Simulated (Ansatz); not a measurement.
**C5H4Cl3F3O2Ti: up Jacob's ladder to CCSD(T)**

An exercise on one series of results from a longer session: the logs are not shown, and one member is left open.

Program: Ansatz 0.2.0, Gaussian basis. Level of theory: functionals in def2-TZVPP, the program's frozen cores in correlated methods. These are calculated values, not measurements.

The runs, in order: LDA (SPW92), PBE-D4, revPBE-D4, BLYP-D4, r2SCAN-D4, B97M-V, PBE0-D4, B3LYP-D4, r2SCANh-D4, r2SCAN0-D4, HSE06-D4, BHLYP-D4, CAM-B3LYP-D4, LC-ωPBE, ωB97X-V, ωB97M-V, B2PLYP, PBE-QIDH; CCSD(T)/def2-SVP; CCSD(T)/def2-TZVPP; MP2/def2-QZVPP; extrapolation to the limit; RPA on PBE.

### Structure used throughout

The geometry comes from an earlier relaxation with PBE0-D4 in a triple-zeta def2 set; it is a stationary point, not always the lowest conformer.

SMILES `CC1=CC(C(F)(F)F)=[O+][Ti-]([Cl])([Cl])([Cl])[O]1`, 18 atoms, charge 0, spin multiplicity 1.

Atoms are counted from 1 here; the program's logs count them from 0.

Bond lengths: C1–C2 1.487 Å, C1–H15 1.093 Å, C1–H16 1.093 Å, C1–H17 1.088 Å, C2–C3 1.386 Å, C2–O14 1.281 Å, C3–C4 1.390 Å, C3–H18 1.078 Å, C4–C5 1.536 Å, C4–O9 1.249 Å, C5–F6 1.329 Å, C5–F7 1.328 Å, C5–F8 1.334 Å, O9–Ti10 2.056 Å, Ti10–Cl11 2.187 Å, Ti10–Cl12 2.212 Å, Ti10–Cl13 2.187 Å, Ti10–O14 1.925 Å. Angles: C2–C1–H15 109.0°, C2–C1–H16 109.0°, C2–C1–H17 112.1°, H15–C1–H16 106.9°, H15–C1–H17 109.9°, H16–C1–H17 109.8°, C1–C2–C3 121.9°, C1–C2–O14 115.4°, C3–C2–O14 122.7°, C2–C3–C4 119.4°, C2–C3–H18 120.3°, C4–C3–H18 120.3°, C3–C4–C5 120.1°, C3–C4–O9 125.9°, C5–C4–O9 114.1°, C4–C5–F6 109.9°, C4–C5–F7 110.1°, C4–C5–F8 111.8° and more.

Geometry (Å):

```
atom    x (Å)    y (Å)    z (Å)
  C1  -1.0767  -1.4513   2.0785
  C2  -0.3921  -0.7226   0.9782
  C3  -1.0594   0.1918   0.1777
  C4  -0.3651   0.8483  -0.8315
  C5  -1.0857   1.8731  -1.7197
  F6  -0.5313   3.0717  -1.5680
  F7  -0.9878   1.5192  -2.9959
  F8  -2.3799   1.9719  -1.4128
  O9   0.8434   0.6941  -1.1084
Ti10   2.3173  -0.4993  -0.3156
Cl11   2.5374  -1.3633  -2.3130
Cl12   3.6177  -1.9092   0.7870
Cl13   3.4568   1.3323   0.0455
 O14   0.8498  -0.9984   0.8264
 H15  -0.9803  -2.5264   1.9080
 H16  -0.5675  -1.2327   3.0205
 H17  -2.1280  -1.1821   2.1564
 H18  -2.1061   0.3942   0.3384
```

Set-up of the first run:

in.yaml reads:

```yaml
crystal:
  periodic: [false, false, false]
  atoms:
    - {symbol: C, position_ang: [-1.076701, -1.451302, 2.078502]}
    - {symbol: C, position_ang: [-0.392117, -0.722648, 0.978228]}
    - {symbol: C, position_ang: [-1.059405, 0.191803, 0.177720]}
    - {symbol: C, position_ang: [-0.365107, 0.848294, -0.831525]}
    - {symbol: C, position_ang: [-1.085703, 1.873128, -1.719671]}
    - {symbol: F, position_ang: [-0.531303, 3.071658, -1.567957]}
    - {symbol: F, position_ang: [-0.987755, 1.519238, -2.995921]}
    - {symbol: F, position_ang: [-2.379918, 1.971925, -1.412814]}
    - {symbol: O, position_ang: [0.843380, 0.694112, -1.108393]}
    - {symbol: Ti, position_ang: [2.317268, -0.499305, -0.315559]}
    - {symbol: Cl, position_ang: [2.537402, -1.363261, -2.313041]}
    - {symbol: Cl, position_ang: [3.617730, -1.909188, 0.786968]}
    - {symbol: Cl, position_ang: [3.456841, 1.332272, 0.045454]}
    - {symbol: O, position_ang: [0.849792, -0.998429, 0.826360]}
    - {symbol: H, position_ang: [-0.980273, -2.526414, 1.908021]}
    - {symbol: H, position_ang: [-0.567475, -1.232718, 3.020519]}
    - {symbol: H, position_ang: [-2.127998, -1.182069, 2.156408]}
    - {symbol: H, position_ang: [-2.106057, 0.394205, 0.338401]}
basis:
  gaussian: {orbitals: def2-TZVPP}
hamiltonian: {xc: lda}
output: {orbitals: {seedname: orbitals}}
```

On the command line:

```bash
> ansatz run in.yaml --threads 10 --pin off --events-out ev --progress --plain --max-ram 110592MiB --backend cuda --devices 0, --max-vram 75GiB
```

Among the steps run: LDA; PBE-D4 (GGA); revPBE-D4 (GGA); BLYP-D4 (GGA); r2SCAN-D4 (meta-GGA); B97M-V (meta-GGA); PBE0-D4 (hybrid); B3LYP-D4 (hybrid); r2SCANh-D4 (hybrid); r2SCAN0-D4 (hybrid); HSE06-D4 (hybrid); BHLYP-D4 (hybrid); CAM-B3LYP-D4 (range-separated); LC-ωPBE (range-separated); ωB97X-V (range-separated); ωB97M-V (range-separated); B2PLYP (double hybrid); PBE-QIDH (double hybrid).

One table of the session follows, with a row left open; its other results are not shown here.

It belongs to the step «Orbital energies across the functionals». 

| functional | HOMO (eV) | LUMO (eV) | gap (eV) |
| --- | --- | --- | --- |
| LDA (SPW92) | ? | ? | ? |
| PBE-D4 | -7.12 | -4.25 | 2.87 |
| revPBE-D4 | -7.05 | -4.16 | 2.89 |
| BLYP-D4 | -6.96 | -4.12 | 2.84 |
| r2SCAN-D4 | -7.43 | -4.26 | 3.17 |
| B97M-V | -7.46 | -4.25 | 3.22 |
| PBE0-D4 | -8.33 | -3.52 | 4.82 |
| B3LYP-D4 | -8.10 | -3.71 | 4.39 |
| r2SCANh-D4 | -7.87 | -3.96 | 3.91 |
| r2SCAN0-D4 | -8.54 | -3.50 | 5.03 |
| HSE06-D4 | -7.94 | -3.89 | 4.05 |
| BHLYP-D4 | -9.39 | -2.56 | 6.83 |
| CAM-B3LYP-D4 | -9.60 | -2.51 | 7.10 |
| LC-ωPBE | -10.90 | -1.53 | 9.37 |
| ωB97X-V | -10.56 | -1.50 | 9.06 |
| ωB97M-V | -10.44 | -1.48 | 8.95 |

Estimate the missing values for LDA (SPW92).

**Answer.** HOMO (eV): -7.31; LUMO (eV): -4.50; gap (eV): 2.81. In the column «HOMO (eV)» it lies between r2SCAN-D4 (-7.43) and PBE-D4 (-7.12).
